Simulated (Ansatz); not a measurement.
Crystal: RhPb.

```
Pb Rh
1.0
     5.67800    0.00000    0.00000
    -2.83900    4.91729    0.00000
     0.00000    0.00000    4.42800
Pb Rh
3 3
Cartesian
  0.0000 0.0000 0.0000
  2.8390 1.6391 2.2140
  0.0000 3.2782 2.2140
  -1.4195 2.4586 0.0000
  1.4195 2.4586 0.0000
  2.8390 0.0000 0.0000
```

* Program: Ansatz 0.2.0
* Task: relaxation of cell and atoms
* Functional: PBE
* Potentials or basis: Ansatz PAW
* Cutoff: 420 eV (not typed: the program's choice for these potentials)
* k mesh: 6 × 6 × 6
* Occupations: fermi-dirac, width 0.05 eV
* Spin: no spin polarisation

At the start: volume 20.61 Å³/atom.

Problem. Where does the relaxation end?

Solution. It ends after 4 steps and the volume is 21.59 Å³/atom (+4.8 %); space group P6/mmm (No. 191, to 0.05 Å).

Step by step:
| step | energy change (eV) | largest force (eV/Å) | volume (Å³) |
| --- | --- | --- | --- |
| 1 | 0.0000 | 0.0000 | 123.63 |
| 2 | -0.0994 | 0.0000 | 129.97 |
| 3 | -0.1001 | 0.0000 | 129.54 |
| 4 | -0.1018 | 0.0000 | 129.54 |

Final structure:
```cif
data_structure
_symmetry_space_group_name_H-M 'P 1'
_symmetry_Int_Tables_number 1
_cell_length_a 5.7559
_cell_length_b 5.7559
_cell_length_c 4.5149
_cell_angle_alpha 90.000
_cell_angle_beta 90.000
_cell_angle_gamma 120.000
_cell_volume 129.54
loop_
_atom_site_label
_atom_site_type_symbol
_atom_site_fract_x
_atom_site_fract_y
_atom_site_fract_z
_atom_site_occupancy
Pb1 Pb 0.00000 0.00000 0.00000 1
Pb2 Pb 0.66667 0.33333 0.50000 1
Pb3 Pb 0.33333 0.66667 0.50000 1
Rh1 Rh 0.00000 0.50000 0.00000 1
Rh2 Rh 0.50000 0.50000 0.00000 1
Rh3 Rh 0.50000 0.00000 0.00000 1
```

Caveat: the plane-wave basis is chosen anew once the cell has moved, so the energies of steps on either side of that aren't comparable.
